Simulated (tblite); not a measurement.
# C4H13AlBN: the cost of one run

Computed with tblite 0.8.0 (tight binding) and PySCF 2.14.0 (DFT, with response routines of our own); each step states its level. Atoms count from 0 throughout.

## 1. The molecule as given

20 atoms, charge 0, multiplicity 1; geometry from: force field or distance geometry start.

Bonds of the start (Å): Al4–C5 2.00, Al4–C6 1.98, B2–H12 1.18, B2–N3 1.52, C0–C1 1.52, C0–H7 1.11, C0–H8 1.11, C0–H9 1.12, C1–B2 1.57, C1–H10 1.12, C1–H11 1.11, C5–H14 1.11, C5–H15 1.11, C5–H16 1.12, C6–H17 1.11, C6–H18 1.12, C6–H19 1.11, N3–Al4 1.91, N3–H13 1.04.

## 2. GFN2-xTB relaxation, start minimum

The job: settings as JSON, then the geometry in Å.

```
{"job": {"xc": "GFN2-xTB", "basis": "xTB", "kind": "relax"}, "charge": 0, "multiplicity": 1}
C      2.758900     0.685000     0.335400
C      2.395700    -0.738400    -0.066500
B      1.063800    -0.791100    -0.904300
N     -0.169000    -1.502600    -0.370900
Al    -1.549800    -0.223200    -0.028600
C     -1.204400     1.735500    -0.208600
C     -3.350800    -0.837700     0.529300
H      3.701200     0.694600     0.924000
H      2.898300     1.314700    -0.567000
H      1.942100     1.124100     0.971500
H      2.273300    -1.358000     0.859200
H      3.220100    -1.177400    -0.662400
H      0.991300    -0.213100    -1.931200
H     -0.500500    -2.152300    -1.117400
H     -1.890900     2.173600    -0.960600
H     -0.153900     1.916600    -0.507600
H     -1.377000     2.228100     0.776900
H     -3.783600    -1.499000    -0.253800
H     -3.264100    -1.407900     1.486400
H     -4.005900     0.039100     0.694800
```

Launch:

```
> OMP_NUM_THREADS=1 python ens_run.py task.json out
```

This one command runs the whole study; its stages follow in the order run.

**Question.** How long does this first job take on 1 thread of Arm Neoverse V2, shared host?

About 2.2 s.
